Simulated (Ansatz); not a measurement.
# SrGe2Mo2: the cost of one run

Method: DFT PBE, scalar-relativistic, plane waves, PAW, in Ansatz 0.2.0.

## (1) The structure to begin with

Symmetry: P6/mmm, No. 191, hexagonal system. The conventional cell has a = 4.303 Å, b = 4.303 Å, c = 7.642 Å, α = 90.00°, β = 90.00°, γ = 120.00°. Sr (site symmetry 6/mmm) is surrounded by 6 Mo at 2.48 Å. Ge (site symmetry 6mm) has 1 Ge at 1.83 Å in its first shell of neighbours. Mo (site symmetry -6m2) is surrounded by 3 Mo at 2.48 Å and 3 Sr at 2.48 Å.

Structure file:

```cif
data_structure
_symmetry_space_group_name_H-M 'P 1'
_symmetry_Int_Tables_number 1
_cell_length_a 4.3028
_cell_length_b 4.3028
_cell_length_c 7.6422
_cell_angle_alpha 90.000
_cell_angle_beta 90.000
_cell_angle_gamma 120.000
_cell_volume 122.53
loop_
_atom_site_label
_atom_site_type_symbol
_atom_site_fract_x
_atom_site_fract_y
_atom_site_fract_z
_atom_site_occupancy
Sr1 Sr 0.00000 0.00000 0.00000 1
Ge1 Ge 0.00000 0.00000 0.61979 1
Ge2 Ge 0.00000 0.00000 0.38021 1
Mo1 Mo 0.33333 0.66667 0.00000 1
Mo2 Mo 0.66667 0.33333 0.00000 1
```

The cell is invented: random cell by space group and Wyckoff sites (P6/mmm, No. 191). Lengths come from tabulated atomic sizes and are only a guess.

## (2) A first look at the guess

input.yaml

```yaml
crystal:
  lattice:
    - [4.30280086, 0.0, 0.0]
    - [-2.15140043, 3.72633485, 0.0]
    - [0.0, 0.0, 7.64220774]
  atoms:
    - { symbol: Sr, position: [0.0, 0.0, 0.0] }
    - { symbol: Ge, position: [0.0, 0.0, 0.61979286] }
    - { symbol: Ge, position: [0.0, 0.0, 0.38020714] }
    - { symbol: Mo, position: [0.33333333, 0.66666667, 0.0] }
    - { symbol: Mo, position: [0.66666667, 0.33333333, 0.0] }
basis:
  ecutwfc: 420
kpoints:
  mp_grid: { grid: [6, 6, 2] }
hamiltonian:
  xc: pbe
scf:
  occupations: { method: gaussian, width: 0.1 }
  lower_state_search: "off"
output:
  forces: true
  stress: true
  eigenvalues: true
```

The run is started by

```console
> ansatz run input.yaml --threads 1 --pin off --max-ram 2560MiB --backend cpu --events-out ev --progress --plain --runs-dir out
```

What time and memory should one allow on 1 thread of Intel Xeon 6975P-C (Granite Rapids), shared host?

About 2.4 s, with a peak of 0.47 GiB.
